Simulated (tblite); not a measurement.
# C7H14Ge: the cost of one run

The runs use tblite 0.8.0 and PySCF 2.14.0, with density-fitted response routines of our own; the level of theory stands in each step. All values are computed, except where a source is named. Atoms are numbered from 0 throughout.

### 1 The starting structure

22 atoms, charge 0, multiplicity 1; geometry from: force field or distance geometry start.

Bonds of the start (Å): C0–C1 1.33, C1–C2 1.50, C1–C3 1.52, C3–C4 1.52, C4–C5 1.53, C5–C6 1.53, C6–Ge7 1.93, Ge7–C3 1.95, C0–H8 1.09, C0–H9 1.08, C2–H10 1.11, C2–H11 1.10, C2–H12 1.11, C3–H13 1.12, C4–H14 1.11, C4–H15 1.11, C5–H16 1.11, C5–H17 1.12, C6–H18 1.11, C6–H19 1.12, Ge7–H20 1.55, Ge7–H21 1.55.

### 2 Optimising the geometry with GFN2-xTB

Job settings and geometry (Å):

```
{"job": {"kind": "relax", "xc": "GFN2-xTB", "basis": "xTB"}, "charge": 0, "multiplicity": 1}
C     -2.680800    -0.763100    -0.356000
C     -1.626000    -0.020000    -0.021500
C     -1.812200     1.430800     0.320300
C     -0.242600    -0.650600     0.008100
C      0.718600    -0.039700    -1.000500
C      2.162200    -0.273300    -0.551400
C      2.298600     0.082100     0.929100
Ge     0.632300    -0.447200     1.737900
H     -3.676100    -0.321500    -0.386200
H     -2.595800    -1.812400    -0.604800
H     -2.514000     1.531000     1.180100
H     -0.867700     1.926400     0.580700
H     -2.262400     1.961900    -0.548500
H     -0.296400    -1.753000    -0.180700
H      0.554800    -0.484400    -2.006900
H      0.552900     1.058500    -1.087000
H      2.870300     0.343900    -1.150400
H      2.423500    -1.350400    -0.694700
H      2.425300     1.178500     1.061900
H      3.154900    -0.457400     1.405600
H      0.743600    -1.809800     2.462400
H      0.026300     0.688900     2.599700
```

The run is started by

```
OMP_NUM_THREADS=1 python probes_run.py task.json out
```

The driver reads the jobs from task.json and runs them one after another.

**Question.** How long does this first job take on 1 thread of Arm Neoverse N1, shared host?

About 2 s.
